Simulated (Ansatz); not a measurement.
PtSe:

```
CELL_PARAMETERS angstrom
3.70187 0.00000 0.00000
-1.85094 3.20591 0.00000
0.00000 0.00000 3.61284
ATOMIC_POSITIONS crystal
Pt 0.00000 0.00000 0.00000
Se 0.66667 0.33333 0.50000
```

The cell comes from a database or a generator and needn't be the stable form of this composition.

Base run:

```yaml
Program: Ansatz 0.2.0
Functional: PBE
Potentials_or_basis: Ansatz PAW
Cutoff: "420 eV (not typed: the program's choice for these potentials)"
k_mesh: 8 × 8 × 7
Occupations: fermi-dirac, width 0.05 eV
Spin: no spin polarisation
Hubbard_terms: Pt d U = 8 eV
```

Its results: band gap on the k mesh none (metal or under the smearing width); pressure -9.8 GPa.

The run is repeated on the same cell with these changes: hubbard terms from Pt d U = 8 eV to Pt d U = 3 eV. What comes out?

Band gap on the k mesh none (metal or under the smearing width); pressure -11.2 GPa.

Caveats: U without spin polarisation on a metal has little footing.
